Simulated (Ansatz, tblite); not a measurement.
# WBr6: a ladder of methods and basis sets

The task here is to estimate one member of a computed series from the others.

Computed with Ansatz 0.2.0, Gaussian basis. Level: as each input shows.

The runs, in order: GFN1-xTB, GFN2-xTB, PBE-D4/def2-TZVP, r2SCAN-D4/def2-TZVP, PBE-QIDH/def2-TZVP, B2PLYP/def2-TZVP, PBE-D4/def2-SVP, PBE0-D4/def2-SVP, PBE-D4/def2-TZVPD, MP2/def2-SVP, RPA/def2-SVP.

16 further runs of the same task are left out: 15 that didn't finish, 1 set aside as unsound or not needed. Runs told in other sessions of the task aren't counted.

### The structure

The singlet was relaxed beforehand with PBE-D4/def2-SVP.

7 atoms, charge 0, spin multiplicity 1.

Bond lengths: W1–Br2 2.489 Å, W1–Br3 2.489 Å, W1–Br4 2.489 Å, W1–Br5 2.489 Å, W1–Br6 2.489 Å, W1–Br7 2.489 Å. Angles: Br2–W1–Br3 180.0°, Br2–W1–Br4 90.0°, Br2–W1–Br5 90.0°, Br2–W1–Br6 90.0°, Br2–W1–Br7 90.0°, Br3–W1–Br4 90.0°, Br3–W1–Br5 90.0°, Br3–W1–Br6 90.0°, Br3–W1–Br7 90.0°, Br4–W1–Br5 180.0°, Br4–W1–Br6 90.0°, Br4–W1–Br7 90.0°, Br5–W1–Br6 90.0°, Br5–W1–Br7 90.0°, Br6–W1–Br7 180.0°.

Formally the metal is d0. W takes a core potential in the def2 sets. No spin-orbit coupling is included.

PBE0-D4/def2-TZVP was run before; its log isn't repeated, and its numbers join the tables.

Set-up of the first run:

Tight binding, by tblite at 300 K electronic temperature and without a spin-polarisation term:

```python
tblite.interface.Calculator('GFN1-xTB', numbers, positions, charge=0, uhf=0).singlepoint()
```

Tight binding, by tblite at 300 K electronic temperature and without a spin-polarisation term:

```python
tblite.interface.Calculator('GFN2-xTB', numbers, positions, charge=0, uhf=0).singlepoint()
```

start.molden holds the orbitals of an earlier run on this state, given as this run's starting guess.

The input, in.yaml:

```yaml
crystal:
  periodic: [false, false, false]
  atoms:
    - {symbol: W, position_ang: [-0.000010, -0.000014, -0.000043]}
    - {symbol: Br, position_ang: [-0.017275, -0.009853, 2.489020]}
    - {symbol: Br, position_ang: [0.017291, 0.009862, -2.489069]}
    - {symbol: Br, position_ang: [2.489057, 0.004096, 0.016869]}
    - {symbol: Br, position_ang: [-2.489078, -0.004081, -0.016832]}
    - {symbol: Br, position_ang: [-0.005234, 2.489104, 0.008420]}
    - {symbol: Br, position_ang: [0.005249, -2.489113, -0.008375]}
basis:
  gaussian: {orbitals: def2-TZVP, initial_orbitals: start.molden}
hamiltonian: {xc: pbe, dispersion: d4}
scf: {omitted_lower_state_checks: [starts]}
output: {forces: true, orbitals: {seedname: orbitals}}
```

Started as:

```bash
ansatz run in.yaml --threads 4 --pin off --events-out ev --progress --plain --max-ram 4787MiB
```

Steps of the session up to this table: PBE-D4/def2-TZVP; r2SCAN-D4/def2-TZVP; PBE-QIDH/def2-TZVP; B2PLYP/def2-TZVP; PBE-D4/def2-SVP; PBE0-D4/def2-SVP; PBE-D4/def2-TZVPD; MP2/def2-SVP; RPA/def2-SVP.

One of the session's tables, all rows but one given; the rest of the session is left out.

| level | HOMO (eV) | LUMO (eV) | gap (eV) |
| --- | --- | --- | --- |
| PBE-D4/def2-SVP | ? | ? | ? |
| PBE-D4/def2-TZVP | -7.07 | -5.64 | 1.42 |
| PBE-D4/def2-TZVPD | -7.09 | -5.66 | 1.42 |
| r2SCAN-D4/def2-TZVP | -7.42 | -5.80 | 1.62 |
| PBE0-D4/def2-SVP | -8.30 | -5.38 | 2.92 |
| PBE0-D4/def2-TZVP | -8.28 | -5.29 | 2.99 |

Estimate the missing values for PBE-D4/def2-SVP.

**Answer.** HOMO (eV): -7.03; LUMO (eV): -5.64; gap (eV): 1.40. In the column «HOMO (eV)» it is the highest.
